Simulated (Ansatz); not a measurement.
# C2H6BClSi: one species, many methods

An exercise on one series of results from a longer session: the logs are not shown, and one member is left open.

Computed with Ansatz 0.2.0, Gaussian basis. Level: functionals in def2-TZVPP, the program's frozen cores in correlated methods.

The runs, in order: PBE-D4, r2SCAN-D4, PBE0-D4, B3LYP-D4, ωB97X-V, ωB97M-V, B2PLYP; CCSD(T)/def2-TZVPP; MP2/def2-QZVPP; extrapolation to the limit.

## Structure used throughout

The geometry comes from an earlier relaxation with PBE0-D4 in a triple-zeta def2 set; it is a stationary point, not always the lowest conformer.

11 atoms, charge 0, spin multiplicity 1.

Atoms are counted from 1 here; the program's logs count them from 0.

Bond lengths: Si1–C2 1.855 Å, Si1–H6 1.487 Å, Si1–H7 1.489 Å, Si1–H8 1.489 Å, C2–C3 1.575 Å, C2–B4 1.509 Å, C2–H9 1.089 Å, C3–B4 1.512 Å, C3–H10 1.087 Å, C3–H11 1.087 Å, B4–Cl5 1.715 Å. Angles: C2–Si1–H6 110.9°, C2–Si1–H7 111.3°, C2–Si1–H8 108.6°, H6–Si1–H7 108.7°, H6–Si1–H8 109.0°, H7–Si1–H8 108.2°, Si1–C2–C3 117.7°, Si1–C2–B4 121.0°, Si1–C2–H9 114.0°, C3–C2–B4 58.7°, C3–C2–H9 116.6°, B4–C2–H9 117.8°, C2–C3–B4 58.5°, C2–C3–H10 116.7°, C2–C3–H11 117.0°, B4–C3–H10 121.7°, B4–C3–H11 119.6°, H10–C3–H11 112.7° and more.

Set-up of the first run:

in.yaml reads:

```yaml
crystal:
  periodic: [false, false, false]
  atoms:
    - {symbol: Si, position_ang: [-1.259942, -0.516338, 0.806149]}
    - {symbol: C, position_ang: [0.342737, 0.332808, 0.418520]}
    - {symbol: C, position_ang: [1.246460, -0.288393, -0.711897]}
    - {symbol: B, position_ang: [0.548274, 1.039370, -0.899103]}
    - {symbol: Cl, position_ang: [0.251161, 2.426117, -1.863630]}
    - {symbol: H, position_ang: [-2.185514, 0.398036, 1.525234]}
    - {symbol: H, position_ang: [-1.041860, -1.729262, 1.641100]}
    - {symbol: H, position_ang: [-1.894309, -0.941047, -0.472149]}
    - {symbol: H, position_ang: [0.858328, 0.728394, 1.292949]}
    - {symbol: H, position_ang: [0.882174, -1.196181, -1.185558]}
    - {symbol: H, position_ang: [2.317890, -0.310504, -0.530816]}
basis:
  gaussian: {orbitals: def2-TZVPP}
hamiltonian: {xc: pbe, dispersion: d4}
output: {forces: true, orbitals: {seedname: orbitals}}
```

Run with:

```bash
$ ansatz run in.yaml --threads 4 --pin off --events-out ev --progress --plain --max-ram 10444MiB
```

Steps of the session up to this table: PBE-D4 (GGA); r2SCAN-D4 (meta-GGA); PBE0-D4 (hybrid); B3LYP-D4 (hybrid); ωB97X-V (range-separated); ωB97M-V (range-separated); B2PLYP (double hybrid); CCSD(T) in def2-TZVPP; MP2 in def2-QZVPP.

One of the session's tables, all rows but one given; the rest of the session is left out.

```
            method  atomisation energy (kJ/mol)
            PBE-D4                       4074.5
         r2SCAN-D4                            ?
           PBE0-D4                       4035.1
          B3LYP-D4                       3997.9
           ωB97X-V                       4022.1
           ωB97M-V                       4023.2
            B2PLYP                       3956.3
     HF/def2-TZVPP                       3035.4
    MP2/def2-TZVPP                       3961.3
   CCSD/def2-TZVPP                       3837.9
CCSD(T)/def2-TZVPP                       3893.4
           MP2/CBS                       4054.1
       CCSD(T)/CBS                       3986.1
```

Q: Estimate the row for r2SCAN-D4 from the others.

As computed: atomisation energy (kJ/mol): 4035.4. In the column «atomisation energy (kJ/mol)» it lies between PBE0-D4 (4035.1) and MP2/CBS (4054.1).
